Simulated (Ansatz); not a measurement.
# H8O5SiSn: the cost of one run

Method: RKS PBE/def2-SVP, in Ansatz 0.2.0.

## Step 1: The system as given

Bond lengths: Sn1–O2 2.310 Å, O2–H3 1.010 Å, Sn1–O4 1.960 Å, O4–H5 1.010 Å, Sn1–O6 1.959 Å, O6–H7 1.010 Å, Sn1–O8 1.959 Å, O8–H9 1.010 Å, Sn1–O10 2.260 Å, O10–Si11 1.680 Å, Si11–H12 1.460 Å, Si11–H13 1.460 Å, Si11–H14 1.460 Å. Angles (14 of 21 angles, heavy atoms first): O2–Sn1–O4 109.4°, O2–Sn1–O6 109.5°, O2–Sn1–O8 109.5°, O2–Sn1–O10 71.6°, O4–Sn1–O6 109.5°, O4–Sn1–O8 109.5°, O4–Sn1–O10 67.1°, O6–Sn1–O8 109.5°, O6–Sn1–O10 72.9°, O8–Sn1–O10 176.5°, Sn1–O10–Si11 125.0°, Sn1–O2–H3 109.5°, Sn1–O4–H5 109.5°, Sn1–O6–H7 109.5°.

Coordinates:

```xyz
15

Sn    0.0000    0.0000    0.0000
O     0.0000    0.0000    2.3100
H    -0.9095   -0.2814    2.6471
O     1.8483    0.0000   -0.6527
H     2.1646   -0.9521   -0.7693
O    -0.9232    1.5994   -0.6527
H    -1.8810    1.3686   -0.8751
O    -0.9232   -1.5994   -0.6527
H    -1.3778   -2.0650    0.1197
O     1.1853    1.7874    0.7126
Si    2.5580    1.7106    1.6780
H     3.0381    0.3329    1.7339
H     3.5987    2.5654    1.1143
H     2.2319    2.1666    3.0261
H     0.7365    1.1107    1.8783
```

## Step 2: Pulling towards end A

Springs on the bonds that form and break draw the guess towards this end; the thresholds are loose.

The input, input.yaml:

```yaml
crystal:
  periodic: [false, false, false]
  atoms:
    - { symbol: Sn, position_ang: [0.0, 0.0, 0.0] }
    - { symbol: O, position_ang: [0.0, 0.0, 2.31] }
    - { symbol: H, position_ang: [-0.9095, -0.2814, 2.6471] }
    - { symbol: O, position_ang: [1.8483, 0.0, -0.6527] }
    - { symbol: H, position_ang: [2.1646, -0.9521, -0.7693] }
    - { symbol: O, position_ang: [-0.9232, 1.5994, -0.6527] }
    - { symbol: H, position_ang: [-1.881, 1.3686, -0.8751] }
    - { symbol: O, position_ang: [-0.9232, -1.5994, -0.6527] }
    - { symbol: H, position_ang: [-1.3778, -2.065, 0.1197] }
    - { symbol: O, position_ang: [1.1853, 1.7874, 0.7126] }
    - { symbol: Si, position_ang: [2.558, 1.7106, 1.678] }
    - { symbol: H, position_ang: [3.0381, 0.3329, 1.7339] }
    - { symbol: H, position_ang: [3.5987, 2.5654, 1.1143] }
    - { symbol: H, position_ang: [2.2319, 2.1666, 3.0261] }
    - { symbol: H, position_ang: [0.7365, 1.1107, 1.8783] }
basis:
  gaussian: { orbitals: def2-SVP }
hamiltonian:
  xc: pbe
relax:
  f_tol: 0.15
  max_steps: 25
  restrain:
    - { distance: [0, 9], at: 3.16, k: 30.0 }
    - { distance: [14, 1], at: 2.21, k: 30.0 }
    - { distance: [0, 1], at: 1.96, k: 30.0 }
    - { distance: [14, 9], at: 1.01, k: 30.0 }
```

Launch:

```sh
$ ansatz run input.yaml --threads 4 --pin off --max-ram 5120MiB --backend cpu --events-out ev --progress --plain --runs-dir out
```

Q: Estimate wall time and peak memory on 4 threads of AMD EPYC 9R45 (Zen 5), shared host.

About 14 s, with a peak of 0.24 GiB.
